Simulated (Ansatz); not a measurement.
Runs of Ansatz 0.2.0 on SiO. The structure is cubic, space group Pm-3m (No. 221). The conventional cell has a = 2.807 Å, b = 2.807 Å, c = 2.807 Å, α = 90.00°, β = 90.00°, γ = 90.00°. Si (site symmetry m-3m) has 8 O at 2.43 Å as nearest neighbours. Around O (site symmetry m-3m) lie 8 Si at 2.43 Å. The cell was built by a generator and needn't be a form met in nature.

```tsv
task	level	potentials or basis	cell	points for each segment of the path	gap on the mesh (eV)	pressure (GPa)	V0 of scaled cells (Å³/atom)	relaxed volume (Å³/atom)	B0 (GPa)
relaxation of cell and atoms	revPBE+D3(BJ)	Ansatz PAW	relaxed	-	none	0.0	-	(a)	-
relaxation of cell and atoms	PBEsol	Ansatz PAW	relaxed	-	none	0.0	-	10.66	-
equation of state	PBE	Ansatz PAW soft_1	as given	-	-	-	11.07	-	130
band structure	revPBE	Ansatz PAW	as given	14	none	2.1	-	-	-
equation of state	PBE	Ansatz PAW	as given	-	-	-	11.07	-	130
```

Alike in all rows: no spin polarisation; k mesh 9 × 9 × 9; cutoff (eV) 420; smearing fermi-dirac 0.05 eV.

**Question.** Fill in the values left out.

**Answer.** (a) 10.74.

Caveats: the PAW data sets come from PBE, with cores solved anew for the run's functional, which leaves a small shift of forces and pressure (some runs); the potentials were made for another functional, which shifts forces and pressure (some runs); the plane-wave basis is chosen anew once the cell has moved, so the energies of steps on either side of that aren't comparable (some runs); pairwise dispersion overbinds metals, which lowers pressure and volume (some runs).

A k mesh can miss the band edges.

A gap of «none» marks a metal or a gap under the smearing width.

Not every run made on this cell is shown here.
